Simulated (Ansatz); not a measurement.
# MgCd3Se2: the cost of one run

Method: DFT PBE, scalar-relativistic, plane waves, PAW, in Ansatz 0.2.0.

### 1 The system as given

It takes space group P4/mmm (No. 123, tetragonal). Conventional cell: a = 3.576 Å, b = 3.576 Å, c = 10.691 Å, α = 90.00°, β = 90.00°, γ = 90.00°. Mg (site symmetry 4/mmm) has 8 Cd at 3.20 Å and 2 Se at 3.57 Å and 4 Mg at 3.58 Å in its first shell of neighbours. Around Cd (site symmetry 4mm) lie 4 Se at 3.00 Å and 4 Mg at 3.20 Å and 1 Cd at 3.38 Å. Cd (site symmetry 4/mmm) has 8 Se at 3.09 Å and 2 Cd at 3.38 Å in its first shell of neighbours. Se (site symmetry 4mm) is surrounded by 8 Cd at 3.00 to 3.09 Å and 1 Mg at 3.57 Å.

As a file:

```cif
data_structure
_symmetry_space_group_name_H-M 'P4/mmm'
_symmetry_Int_Tables_number 123
_cell_length_a 3.5759
_cell_length_b 3.5759
_cell_length_c 10.6908
_cell_angle_alpha 90.000
_cell_angle_beta 90.000
_cell_angle_gamma 90.000
_cell_volume 136.70
loop_
_atom_site_label
_atom_site_type_symbol
_atom_site_symmetry_multiplicity
_atom_site_Wyckoff_symbol
_atom_site_fract_x
_atom_site_fract_y
_atom_site_fract_z
_atom_site_occupancy
Mg1 Mg 1 a 0.00000 0.00000 0.00000 1
Cd1 Cd 2 h 0.50000 0.50000 0.18374 1
Cd2 Cd 1 d 0.50000 0.50000 0.50000 1
Se1 Se 2 g 0.00000 0.00000 0.33426 1
```

The cell is invented: species swapped into a database cell of Al3Ni2Pt (P4/mmm, No. 123), with Cd on the Al sites, Se on the Ni sites and Mg on the Pt sites. Lengths come from tabulated atomic sizes and are only a guess.

### 2 A first look at the guess

Contents of input.yaml:

```yaml
crystal:
  lattice:
    - [3.57588323, 0.0, 0.0]
    - [0.0, 3.57588323, 0.0]
    - [0.0, 0.0, 10.69084754]
  atoms:
    - { symbol: Mg, position: [0.0, 0.0, 0.0] }
    - { symbol: Cd, position: [0.5, 0.5, 0.183745] }
    - { symbol: Cd, position: [0.5, 0.5, 0.5] }
    - { symbol: Cd, position: [0.5, 0.5, 0.816255] }
    - { symbol: Se, position: [0.0, 0.0, 0.33426499] }
    - { symbol: Se, position: [0.0, 0.0, 0.66573501] }
basis:
  ecutwfc: 420
kpoints:
  mp_grid: { grid: [6, 6, 2] }
hamiltonian:
  xc: pbe
scf:
  occupations: { method: gaussian, width: 0.1 }
  lower_state_search: "off"
output:
  forces: true
  stress: true
  eigenvalues: true
```

Launch:

```sh
$ ansatz run input.yaml --threads 1 --pin off --max-ram 2560MiB --backend cpu --events-out ev --progress --plain --runs-dir out
```

Q: Estimate wall time and peak memory on 1 thread of Intel Xeon at 2.50GHz (Skylake/Cascade Lake), shared host.

About 18 s, with a peak of 0.47 GiB.
